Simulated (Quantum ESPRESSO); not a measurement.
Mg6MnSi: equation of state with PBEsol

Crystal: Mg6MnSi.

```xyz
8
Lattice="4.7886 0.0000 0.0000 0.0000 3.0947 5.3043 0.0000 -3.0947 5.3043" Properties=species:S:1:pos:R:3 pbc="T T T"
Mn    0.0000    0.0000    8.7265
Si    2.3943    0.0000    7.2271
Mg    2.3943    0.0000    1.7688
Mg    2.3943    1.6010    4.3627
Mg    2.3943   -1.6010    4.3627
Mg    0.0000    0.0000    3.5457
Mg    0.0000    1.5146    6.2205
Mg    0.0000   -1.5146    6.2205
```

The cell comes from a database or a generator and needn't be the stable form of this composition.

- Program: Quantum ESPRESSO 7.5
- Task: equation of state
- Functional: PBEsol
- Potentials or basis: GBRV 1.5 PBEsol
- Cutoff: 612 eV
- Density cutoff: 4898 eV
- k mesh: 6 × 5 × 5
- Occupations: fermi-dirac, width 0.05 eV
- Spin: collinear spin, ferromagnetic start
- Starting moments: [4.0, 0.0, 0.0, 0.0, 0.0, 0.0, 0.0, 0.0] μB

```json
{"Equilibrium volume": "19.14 Å³/atom", "Bulk modulus at fixed shape and positions": "48 GPa", "Pressure derivative of the bulk modulus": "3.8"}
```

Energy against volume, from the lowest point:
```csv
volume (Å³/atom),energy (meV/atom)
18.473,3.53
18.866,0.49
19.259,0.00
19.652,1.84
20.045,5.79
20.438,11.66
20.831,19.24
```

All runs of the series together: 28 min on 2 threads of Intel(R) Xeon(R) 6975P-C (Granite Rapids), with other jobs on the host.

Caveat: the cell was scaled at fixed shape and fractional positions, which overstates the stiffness of a crystal with free parameters, most of all of layers and chains.
